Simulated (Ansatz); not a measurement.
Predict the output of the script below (the Ansatz DFT code, driven from Python).

The script, `h3iosi.py`:
```python
"""One bond of H3IOSi held at set lengths while the rest relaxes."""

import ansatz as az
from ase import Atoms
import numpy as np

atoms = Atoms(["O", "Si", "I", "H", "H", "H"], positions=[
    (-1.307, -0.1779, -0.0377),
    (0.2122, 0.2914, 0.2587),
    (1.5961, -1.1369, -1.136),
    (-1.3961, -0.8361, -0.6996),
    (0.4231, 1.7073, -0.1227),
    (0.5138, 0.0882, 1.6913),
])
molecule = az.Crystal.molecule_from_ase(atoms)

setup = molecule.calculation().basis(gaussian="def2-SVP").functional("pbe")
symbols = [site.symbol for site in molecule.cartesian_sites]
pairs = [(0, 1), (0, 3), (1, 2), (1, 4), (1, 5)]
print("held (A)   E (eV)        ", "  ".join(f"{symbols[i]}{i}-{symbols[j]}{j}" for i, j in pairs))
for length in [1.36, 1.48, 1.6, 1.77, 2.0]:
    summary = setup.relax(constraints=[az.DistanceConstraint((1, 5), at=length)], force_tolerance=0.02, max_steps=60).run().report
    xyz = np.array(summary["positions_ang"])
    print(f"{length:6.2f} {summary['free_energy_ev']:14.5f}  ", "  ".join(f"{np.linalg.norm(xyz[i] - xyz[j]):.3f}" for i, j in pairs))
```

Output of `python h3iosi.py`:
```text
held (A)   E (eV)         O0-Si1  O0-H3  Si1-I2  Si1-H4  Si1-H5
DeckWarning: relax.constraints: the input's atoms, or those drawn, lie off the distances that are held; a relaxation that starts there is brought onto them ahead of its first SCF, by positions alone, [...]
  1.36   -18065.25832   1.672  0.974  2.482  1.503  1.360
  1.48   -18065.44828   1.671  0.974  2.479  1.503  1.480
  1.60   -18065.36351   1.670  0.974  2.476  1.503  1.600
  1.77   -18065.04024   1.669  0.974  2.473  1.492  1.770
  2.00   -18064.39062   1.666  0.974  2.466  1.493  2.000
```
(Warnings from the package without file and line, shortened, repeats left out.)

Notes:
- Total energies depend on the basis set; only differences at equal settings carry meaning.
- The energies are electronic: no zero-point or thermal terms, and the basis set is short of its limit.
- def2 sets replace the cores of elements past krypton by effective core potentials.
- Finished in 2.7 min on 1 thread of Intel(R) Xeon(R) Platinum 8488C (Sapphire Rapids), on a shared host, peak memory 0.23 GiB.
